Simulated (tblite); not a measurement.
# C3H10O3Si2: the cost of one run

The runs use tblite 0.8.0 and PySCF 2.14.0, with density-fitted response routines of our own; the level of theory stands in each step. All values are computed, except where a source is named. Atoms count from 0, in the outputs and in this text.

### 1 The molecule as given

18 atoms, charge 0, multiplicity 1; geometry from: force field or distance geometry start.

Bonds of the start (Å): C0–Si1 1.88, Si1–O2 1.67, O2–Si3 1.71, Si3–C4 1.88, Si3–C5 1.86, C5–O6 1.26, C5–O7 1.38, C0–H8 1.13, C0–H9 1.10, C0–H10 1.10, Si1–H11 1.49, Si1–H12 1.46, Si3–H13 1.46, C4–H14 1.10, C4–H15 1.10, C4–H16 1.12, O7–H17 1.00.

### 2 Optimising the geometry with GFN2-xTB

What the job is given:

```
{"job": {"kind": "relax", "xc": "GFN2-xTB", "basis": "xTB"}, "charge": 0, "multiplicity": 1}
C      3.304000     0.508200    -0.327800
Si     1.799000    -0.514200     0.126100
O      0.465200     0.486700     0.166800
Si    -0.872800    -0.020400    -0.776700
C     -1.734800    -1.507900    -0.011300
C     -2.088300     1.382400    -0.714700
O     -1.808500     2.496100    -1.242000
O     -3.299800     1.224000    -0.080700
H      3.131400     1.564500     0.028800
H      3.408600     0.581000    -1.415800
H      4.214300     0.101100     0.138800
H      2.045900    -0.962600     1.526400
H      1.688200    -1.661400    -0.763600
H     -0.548300    -0.315100    -2.173600
H     -2.336200    -1.170000     0.846500
H     -0.975700    -2.261400     0.238100
H     -2.441100    -1.905500    -0.784400
H     -3.959600     1.980900    -0.057400
```

Started as:

```
$ OMP_NUM_THREADS=1 python probes_run.py task.json out
```

One launch serves the whole session: the jobs run in the order shown.

**Question.** How long does this first job take on 1 thread of Arm Neoverse V1, shared host, and how much memory does it need?

About 1.4 s, with a peak of 0.18 GiB.
